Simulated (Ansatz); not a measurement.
**CH6AlNS: a ladder of functionals and wavefunction methods**

One table from this session's results is given with a row withheld; the runs are named, their logs left out.

The runs use Ansatz 0.2.0, Gaussian basis; functionals in def2-TZVPP, the program's frozen cores in correlated methods.

Plan: LDA (SPW92), PBE-D4, revPBE-D4, BLYP-D4, r2SCAN-D4, B97M-V, PBE0-D4, B3LYP-D4, r2SCANh-D4, r2SCAN0-D4, HSE06-D4, BHLYP-D4, CAM-B3LYP-D4, LC-ωPBE, ωB97X-V, ωB97M-V, B2PLYP, PBE-QIDH; CCSD(T)/def2-SVP; CCSD(T)/def2-TZVPP; MP2/def2-QZVPP; extrapolation to the limit; RPA on PBE.

## The relaxed structure

An earlier PBE0-D4 in a triple-zeta def2 set relaxation fixed the geometry.

SMILES `[AlH2][NH]CS`, 10 atoms, charge 0, spin multiplicity 1.

Atoms are counted from 1 here; the program's logs count them from 0.

Bond lengths: Al1–N2 1.777 Å, Al1–H5 1.582 Å, Al1–H6 1.581 Å, N2–C3 1.428 Å, N2–H7 1.010 Å, C3–S4 1.836 Å, C3–H8 1.092 Å, C3–H9 1.092 Å, S4–H10 1.343 Å. Angles: N2–Al1–H5 116.7°, N2–Al1–H6 117.4°, H5–Al1–H6 125.9°, Al1–N2–C3 127.4°, Al1–N2–H7 120.0°, C3–N2–H7 112.1°, N2–C3–S4 116.2°, N2–C3–H8 112.3°, N2–C3–H9 110.0°, S4–C3–H8 107.2°, S4–C3–H9 103.2°, H8–C3–H9 107.3°, C3–S4–H10 96.5°.

The first run:

in.yaml

```yaml
crystal:
  periodic: [false, false, false]
  atoms:
    - {symbol: Al, position_ang: [-0.786214, 1.757076, -0.006616]}
    - {symbol: N, position_ang: [-0.363976, 0.097308, 0.467390]}
    - {symbol: C, position_ang: [0.811393, -0.633171, 0.116610]}
    - {symbol: S, position_ang: [0.643262, -1.817094, -1.276683]}
    - {symbol: H, position_ang: [0.316013, 2.572076, -0.796262]}
    - {symbol: H, position_ang: [-2.202885, 2.302179, 0.436702]}
    - {symbol: H, position_ang: [-1.038272, -0.477120, 0.952674]}
    - {symbol: H, position_ang: [1.223741, -1.187280, 0.963022]}
    - {symbol: H, position_ang: [1.587557, 0.052222, -0.231429]}
    - {symbol: H, position_ang: [-0.107717, -2.717298, -0.622406]}
basis:
  gaussian: {orbitals: def2-TZVPP}
hamiltonian: {xc: lda}
output: {orbitals: {seedname: orbitals}}
```

Among the steps run: LDA; PBE-D4 (GGA); revPBE-D4 (GGA); BLYP-D4 (GGA); r2SCAN-D4 (meta-GGA); B97M-V (meta-GGA); PBE0-D4 (hybrid); B3LYP-D4 (hybrid); r2SCANh-D4 (hybrid); r2SCAN0-D4 (hybrid); HSE06-D4 (hybrid); BHLYP-D4 (hybrid); CAM-B3LYP-D4 (range-separated); LC-ωPBE (range-separated); ωB97X-V (range-separated); ωB97M-V (range-separated); B2PLYP (double hybrid); PBE-QIDH (double hybrid).

One of the session's tables, all rows but one given; the rest of the session is left out.

It belongs to the step «Orbital energies across the functionals». 

| functional | HOMO (eV) | gap (eV) |
| --- | --- | --- |
| LDA (SPW92) | -5.73 | 3.81 |
| PBE-D4 | -5.58 | 3.89 |
| revPBE-D4 | -5.53 | 3.93 |
| BLYP-D4 | -5.43 | 3.85 |
| r2SCAN-D4 | -5.83 | 4.45 |
| B97M-V | -5.93 | 4.34 |
| PBE0-D4 | -6.80 | 5.86 |
| B3LYP-D4 | -6.56 | 5.43 |
| r2SCANh-D4 | -6.28 | 5.17 |
| r2SCAN0-D4 | -6.96 | 6.22 |
| HSE06-D4 | -6.40 | 5.10 |
| BHLYP-D4 | -7.89 | 7.72 |
| CAM-B3LYP-D4 | -8.14 | 8.13 |
| LC-ωPBE | -9.55 | 10.62 |
| ωB97X-V | ? | ? |
| ωB97M-V | -9.04 | 9.71 |

Q: Estimate the row for ωB97X-V from the others.

As computed: HOMO (eV): -9.18; gap (eV): 10.12. In the column «HOMO (eV)» it lies between LC-ωPBE (-9.55) and ωB97M-V (-9.04).
